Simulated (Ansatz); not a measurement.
# MnS: the cost of one run

Program: Ansatz 0.2.0. Level of theory: DFT PBEsol without U, plane waves, PAW. These are calculated values, not measurements.

The COD entry's cell or inner coordinates are ideal or old and differ from later refinements, so a difference from it is no clean test against experiment.

3 further runs of the same task are left out: 3 that didn't finish.

## (1) The system as given

It takes space group P6_3mc (No. 186, hexagonal). Conventional cell: a = 3.976 Å, b = 3.976 Å, c = 6.432 Å, α = 90.00°, β = 90.00°, γ = 120.00°. Mn (site symmetry 3m) has 4 S at 2.41 to 2.48 Å as nearest neighbours. S (site symmetry 3m) has 4 Mn at 2.41 to 2.48 Å as nearest neighbours.

Coordinates:

```xyz
4
Lattice="3.9760 0.0000 0.0000 -1.9880 3.4433 0.0000 0.0000 0.0000 6.4320" Properties=species:S:1:pos:R:3 pbc="T T T"
Mn    0.0000    2.2955    0.0000
Mn    1.9880    1.1478    3.2160
S     0.0000    2.2955    2.4763
S     1.9880    1.1478    5.6923
```

Magnetic order typed: opposed in the cell.

## (2) From atoms, symmetry kept, no search

input.yaml

```yaml
crystal:
  lattice:
    - [3.97600161, 0.0, 0.0]
    - [-1.9880008, 3.4433184, 0.0]
    - [0.0, 0.0, 6.4320005]
  atoms:
    - { symbol: Mn, position: [0.3333333333, 0.6666666667, 0.0], spin: 5.0, spin_axis: [0.57735, 0.57735, 0.57735] }
    - { symbol: Mn, position: [0.6666666667, 0.3333333333, 0.5], spin: 5.0, spin_axis: [-0.57735, -0.57735, -0.57735] }
    - { symbol: S, position: [0.3333333333, 0.6666666667, 0.385] }
    - { symbol: S, position: [0.6666666667, 0.3333333333, 0.885] }
basis:
  ecutwfc: 420
  ecutrho_ratio: 4
kpoints:
  mp_grid: { grid: [6, 6, 3] }
hamiltonian:
  xc: pbesol
scf:
  occupations: { method: gaussian, width: 0.05 }
  lower_state_search: "off"
  max_iter: 150
output:
  forces: true
  stress: true
  eigenvalues: true
  populations: true
  hubbard: { sites: [{ site: 0, l: d }, { site: 1, l: d }] }
magnetization:
  noncollinear: true
  spin_orbit: true
```

This run includes spin–orbit coupling.

Started as:

```console
$ ansatz run input.yaml --threads 4 --pin off --max-ram 6144MiB --backend cpu --events-out ev --progress --plain --runs-dir out
```

Q: Estimate wall time and peak memory on 4 threads of Arm Neoverse V2, shared host.

About 50 s, with a peak of 1.2 GiB.
